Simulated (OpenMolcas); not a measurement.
# B: a chain of runs

Aim: a series of 9 runs (ROHF/6-31G*, CASSCF(3,4)/6-31G*, CASPT2(3,4)/6-31G*, CASPT2[IPEA 0](3,4)/6-31G*, SC-NEVPT2(3,4)/6-31G*, PC-NEVPT2(3,4)/6-31G*, MC-PDFT[tPBE](3,4)/6-31G*, MC-PDFT[ftPBE](3,4)/6-31G*, and more) of B. 

The results are computed with OpenMolcas 26.06.

70 further runs of the same task are left out: 70 set aside as unsound or not needed.

### Step 1. The energy at ROHF/6-31G(d) (spherical functions) (run 1)

The input, step1.input:

```
>>> EXPORT MOLCAS_PRINT=2

&GATEWAY
 BASLIB = $CurrDir
 COORD
 1
 angstrom
 B        0.000000       0.000000       0.000000
 BASIS = 6-31Gs
 GROUP = NoSym

&SEWARD

&SCF
 UHF
 SPIN = 2
 PRORBITALS = 1 2

&RASSCF
 FILEORB = $Project.UnaOrb
 SPIN = 2
 NACTEL = 1 0 0
 INACTIVE = 2
 RAS2 = 1
 OUTORBITALS = Canonical
 ORBLISTING = Nothing
```

The basis set 6-31G* is read from a file made from the Basis Set Exchange's data (not shown).

The run is started by

```bash
$ export MOLCAS_MEM=1860
$ pymolcas step1.input > step1.log
```

Log:

```text
--- Start Module: gateway ---
[...]
--- Stop Module: gateway /rc=_RC_ALL_IS_WELL_ ---
[...]
      Basis functions           14
[...]
--- Start Module: scf ---
[...]
       Convergence after   7 Iterations
[...]
::    Total SCF energy                                -24.5219719297
[...]
      Total spin, S                                     0.5018903055
[...]
--- Stop Module: scf /rc=_RC_ALL_IS_WELL_ ---
--- Start Module: rasscf ---
[...]
      Number of active orbitals                  1
[...]
      Spin quantum number                      0.5
[...]
      Active orbitals                            1
[...]
      Number of CSFs                             1
[...]
      Number of root(s) required                 1
[...]
      Convergence after  7 iterations
[...]
      printout of CI-coefficients larger than  0.05 for root  1
      energy=     -24.519364
      conf/sym  1     Coeff  Weight
             1  u   1.00000 1.00000
      Natural orbitals and occupation numbers for root  1
      sym 1:   1.000000
      ************************************************************************************************************************
      *                                                    Final results                                                     *
[...]
::    RASSCF root number  1 Total energy:    -24.51936373
[...]
      Total electronic charge=    5.000000
      Total            charge=   -0.000000
[...]
      Dipole Moment (debye):
      Origin of the operator (angstrom)=    0.0000    0.0000    0.0000
                   X= -1.1198E-17               Y=  1.1900E-16               Z= -1.6864E-16           Total=  2.0670E-16
      Quadrupole Moment (debye*angstrom):
[...]
--- Stop Module: rasscf /rc=_RC_ALL_IS_WELL_ ---
[...]
```

Wall time 1.4 s (1 thread of Intel Xeon 6975P-C (Granite Rapids), shared host); peak memory 0.37 GiB.

### Step 2. The B atom: a single-point energy at CASSCF(3,4)/6-31G(d) (spherical functions) (run 2)

The input, step2.input:

```
&GATEWAY
BasLib = $CurrDir
Coord
1
angstrom
B        0.000000       0.000000       0.000000
Basis = 6-31Gs
Group = NoSym
&SEWARD
&RASSCF
FileOrb = $CurrDir/step1.RasOrb
Spin = 2
Nactel = 3 0 0
Inactive = 1
Ras2 = 4
OrbListing = Nothing
```

The basis set 6-31G* is read from a file made from the Basis Set Exchange's data (not shown).

Run the same way, it converges to -24.55394 Eh (log not shown).

Runs 3 to 8 aren't shown in full; the table further down has their settings and results.

### Step 3. The B atom: a single-point energy at MRCI(3,4)/6-31G(d) (spherical functions) (run 9)

The input, step9.input:

```
&gateway
baslib
$CurrDir
coord
1
angstrom
B        0.000000       0.000000       0.000000
basis
6-31Gs
group
NoSym
&seward
&rasscf
fileorb
$CurrDir/step2.RasOrb
spin
2
nactel
3 0 0
inactive
1
ras2
4
orblisting
Nothing
&motra
lumorb
frozen
1
&guga
electrons
3
spin
2
inactive
0
active
4
ciall
1
&mrci
sdci
```

The basis set 6-31G* is read from a file made from the Basis Set Exchange's data (not shown).

Run the same way, it converges to -24.57951 Eh (log not shown).

### Step 4. The series

```csv
run,level,active rule,inactive,energy (Eh),dipole moment (D) of the reference,wall time
1,ROHF/6-31G* (spherical functions),–,–,-24.519364,0.00,1.4 s
2,"CASSCF(3,4)/6-31G* (spherical functions)",full valence,1,-24.553942,0.00,1.1 s
3,"CASPT2(3,4)/6-31G* (spherical functions)",full valence,1,-24.573151,0.00,1.1 s
4,"CASPT2[IPEA 0](3,4)/6-31G* (spherical functions)",full valence,1,-24.575345,0.00,1.6 s
5,"SC-NEVPT2(3,4)/6-31G* (spherical functions)",full valence,1,-24.573157,0.00,1.4 s
6,"PC-NEVPT2(3,4)/6-31G* (spherical functions)",full valence,1,-24.573186,0.00,1.1 s
7,"MC-PDFT[tPBE](3,4)/6-31G* (spherical functions)",full valence,1,-24.603557,0.00,1.2 s
8,"MC-PDFT[ftPBE](3,4)/6-31G* (spherical functions)",full valence,1,-24.613388,0.00,1.2 s
9,"MRCI(3,4)/6-31G* (spherical functions)",full valence,1,-24.579511,0.00,1.1 s
```

### Step 5. Summary of results

| quantity | value |
| --- | --- |
| B atom, run 9: total energy | -24.57951 Eh |
| B atom, run 9: dipole moment (CASSCF density) | 0.00 D |

**Reading.** Below the ROHF energy at the same shape and in the same basis (6-31G*): CASSCF(3,4) -34.6 mEh; CASPT2(3,4) -53.8 mEh; CASPT2[IPEA 0](3,4) -56.0 mEh; SC-NEVPT2(3,4) -53.8 mEh; PC-NEVPT2(3,4) -53.8 mEh; MRCI(3,4) -60.1 mEh. Active-space methods hold only the correlation inside their space unless a perturbation or CI step follows. All runs together took 11 s, the longest 1.6 s.
